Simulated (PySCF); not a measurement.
# OsCl₄: relaxation and vibrations of the singlet

The task is one start of a wider search on OsCl₄: the singlet, from a B3LYP minimum start. It is relaxed, tested by its Hessian and followed downhill if it is a saddle.

The runs use PySCF 2.14.0; B3LYP, basis Os def2-SVP with ECP60, Cl def2-SVP, scalar-relativistic core potentials, no spin–orbit coupling, density fitting.

## Step 1: The system as given

5 atoms, charge 0, spin multiplicity 1.

Bond lengths: Os1–Cl2 2.244 Å, Os1–Cl3 2.244 Å, Os1–Cl4 2.244 Å, Os1–Cl5 2.244 Å. Angles: Cl2–Os1–Cl3 109.5°, Cl2–Os1–Cl4 109.5°, Cl2–Os1–Cl5 109.5°, Cl3–Os1–Cl4 109.5°, Cl3–Os1–Cl5 109.5°, Cl4–Os1–Cl5 109.5°.

Z-matrix (Å, degrees; charge 0 multiplicity 1):
```
Os
Cl 1 2.2440
Cl 1 2.2440 2 109.47
Cl 1 2.2440 2 109.47 3 120.00
Cl 1 2.2440 2 109.47 3 -120.00
```

## Step 2: First SCF at the start

The steps below are one call of a driver around PySCF. For each, scf.py gives the equivalent set-up of the SCF; relaxations use the driver's own optimiser. After this first run the driver tries any further starts and a stability analysis.

Input file scf.py:

```python
from pyscf import gto, scf, dft
mol = gto.M(atom='''
Os    -0.000000     0.000000    -0.000000
Cl     1.295570     1.295570     1.295570
Cl     1.295570    -1.295570    -1.295570
Cl    -1.295570    -1.295570     1.295570
Cl    -1.295570     1.295570    -1.295570''',
    basis={'Os': 'def2-SVP', 'Cl': 'def2-SVP'},
    ecp={'Os': 'def2-SVP'},
    charge=0, spin=0)
mf = dft.RKS(mol, xc='B3LYP')
mf.grids.atom_grid = (50, 194)
aux = {'Os': 'def2-universal-JKFIT', 'Cl': 'def2-universal-JKFIT'}
mf = mf.density_fit(auxbasis=aux)
mf.conv_tol = 1e-08
mf.diis_space = 10
mf.max_cycle = 60
mf.init_guess = 'minao'
mf.verbose = 4
mf.kernel()
```

Started as:

```console
> OMP_NUM_THREADS=2 python axn.py task.json out
```

Log:

```text
init E= -1919.04347255317
  HOMO = -0.5231603115419  LUMO = -0.474868050797236  gap/eV = 1.31410
cycle= 1 E= -1930.86517776245  delta_E= -11.8  |g|= 0.921  |ddm|= 8.34
  HOMO = -0.0179189073325506  LUMO = 0.049611523663341  gap/eV = 1.83760
cycle= 2 E= -1929.92903127581  delta_E= 0.936  |g|= 2.05  |ddm|= 2.72
  HOMO = -0.242858535769309  LUMO = -0.143584763962491  gap/eV = 2.70138
cycle= 3 E= -1931.07358559632  delta_E= -1.14  |g|= 0.178  |ddm|= 2.07
  HOMO = -0.260940203628015  LUMO = -0.157537381673592  gap/eV = 2.81373
cycle= 4 E= -1931.07976446353  delta_E= -0.00618  |g|= 0.0804  |ddm|= 0.272
  HOMO = -0.259408400073157  LUMO = -0.154767361822396  gap/eV = 2.84743
cycle= 5 E= -1931.08124895135  delta_E= -0.00148  |g|= 0.0105  |ddm|= 0.0729
  HOMO = -0.259579057341699  LUMO = -0.1549298088954  gap/eV = 2.84765
cycle= 6 E= -1931.08127279085  delta_E= -2.38e-05  |g|= 0.00412  |ddm|= 0.00748
  HOMO = -0.259812852156554  LUMO = -0.155149855126856  gap/eV = 2.84803
cycle= 7 E= -1931.08127673718  delta_E= -3.95e-06  |g|= 0.000314  |ddm|= 0.00355
  HOMO = -0.25984048563386  LUMO = -0.155178930516025  gap/eV = 2.84799
cycle= 8 E= -1931.08127676133  delta_E= -2.41e-08  |g|= 2.68e-05  |ddm|= 0.000317
  HOMO = -0.25983810153599  LUMO = -0.155176509085036  gap/eV = 2.84799
cycle= 9 E= -1931.0812767615  delta_E= -1.69e-10  |g|= 2.34e-06  |ddm|= 2.65e-05
  HOMO = -0.259838683733203  LUMO = -0.155177133171975  gap/eV = 2.84799
Extra cycle  E= -1931.08127676148  delta_E= 1.27e-11  |g|= 7.66e-06  |ddm|= 8.78e-06
converged SCF energy = -1931.08127676148
```

This step, with its further starts and checks, took 10 s on 2 threads of Arm Neoverse V2, shared host.

No lower closed-shell solution turned up in the test of internal stability.

## Step 3: Relaxing the singlet from the B3LYP minimum start

The program finds Td symmetry in the start, which this walk keeps.

scf.py: that of step 2 with these lines changed.

```diff
@@ -3 +3 @@
-Os    -0.000000     0.000000    -0.000000
+Os     0.000000     0.000000     0.000000
@@ -18 +17,0 @@
-mf.init_guess = 'minao'
```

Energy and gradient, step by step:

```csv
step,energy (Eh),change (kJ/mol),largest symmetric gradient (Eh/bohr)
0,-1931.081277,0.00,0.00001
```

The walk took 2.6 s.

After 0 steps and 0.0 kJ/mol it ends at Td: Os–Cl 2.244 Å (×4); Cl–Os–Cl 109.5° (×6).

## Step 4: Frequencies

The point is checked on the finer grid, and tightened if its gradient asks for it. The Hessian and the dipole derivatives come from central differences of analytic gradients, with steps of 0.02 bohr.

scf.py: that of step 3 with these lines changed.

```diff
@@ -12 +12 @@
-mf.grids.atom_grid = (50, 194)
+mf.grids.atom_grid = (75, 302)
@@ -15 +15 @@
-mf.conv_tol = 1e-08
+mf.conv_tol = 1e-10
```

The driver hands on the density of the step before, so the log starts near convergence.

SCF at the final geometry:

```text
init E= -1931.08113530873
  HOMO = -0.259826720291202  LUMO = -0.155176146332906  gap/eV = 2.84769
cycle= 1 E= -1931.08113530873  delta_E= 3.64e-12  |g|= 3.05e-06  |ddm|= 4.15e-06
  HOMO = -0.259827559964768  LUMO = -0.155177047630484  gap/eV = 2.84769
Extra cycle  E= -1931.08113530871  delta_E= 2.27e-11  |g|= 9.78e-06  |ddm|= 1.11e-05
converged SCF energy = -1931.08113530871
```

The whole step took 30 s.

Geometry: Td; Os–Cl 2.244 Å (×4); Cl–Os–Cl 109.5° (×6).

Modes, for the most abundant isotopes:

```
symmetry  ω (cm⁻¹)  IR (km/mol)     type
       e        74          0.0     bend
      t2        86          8.4     bend
      a1       395          0.0  stretch
      t2       399          139  stretch
```

Every mode is real; the point is a minimum.

Properties at this point:

```yaml
Dipole_moment: 0.00 D
Highest_occupied_level: -7.07 eV
Lowest_empty_level: -4.22 eV
Rotational_constants: 0.0359, 0.0359, 0.0359 cm⁻¹
Zero-point_energy: 11.9 kJ/mol
Principal_polarisabilities: 82.4, 82.4, 82.4 bohr³
Atomisation_energy_without_zero-point_energy: 1227 kJ/mol
Principal_traceless_quadrupole_moments_about_the_centre_of_mass: 0.00, 0.00, 0.00 D Å
Entropy_at_298.15_K_and_1_bar: 383.0 J/(mol K)
Heat_capacity_Cp_at_298.15_K: 99.0 J/(mol K)
Enthalpy_at_298.15_K_above_0_K: 23.31 kJ/mol
Rotational_symmetry_number: 12
```

Populations by atom (charges in e):

```tsv
atom	Mulliken	Löwdin	polar tensor	Mayer order to Os1
Os1	0.51	-0.70	1.68	–
Cl2,3,4,5	-0.13	0.17	-0.42	1.20
```

Mulliken populations on Os1 (outside its core potential): s 2.54, p 6.50, d 6.40, f 0.05.

## Step 5: Stability of the closed shell

At the lowest minimum the closed shell is tested against spin polarisation, on the (50, 194) grid. It is stable.

## Step 6: Summary of results

| quantity | value |
| --- | --- |
| minimum | singlet, Td |
| geometry | Os–Cl 2.244 Å (×4); Cl–Os–Cl 109.5° (×6) |
| wavenumbers (cm⁻¹) | 74 (e), 86 (t2), 395 (a1), 399 (t2) |
| dipole moment | 0.00 D |
| highest occupied, lowest empty level | -7.07, -4.22 eV |
| polar-tensor charge of Os1 | +1.68 e |
| zero-point energy | 11.9 kJ/mol |
| entropy at 298.15 K | 383.0 J/(mol K) |
| atomisation energy (no zero-point energy) | 1227 kJ/mol |

What this shows: The molecule stays Td, as typed, and the end point is a minimum. In the infrared the band at 399 cm⁻¹ (t2, stretch) leads. Os1 has a polar-tensor charge of +1.7 e (a dipole derivative, not a static charge), yet symmetry cancels the bond dipoles. Only this shape and spin were tried, so other structures or states may lie lower. With an element this heavy the missing spin–orbit coupling can shift these numbers.

The search up to here took 47 s on 2 threads of Arm Neoverse V2, shared host.
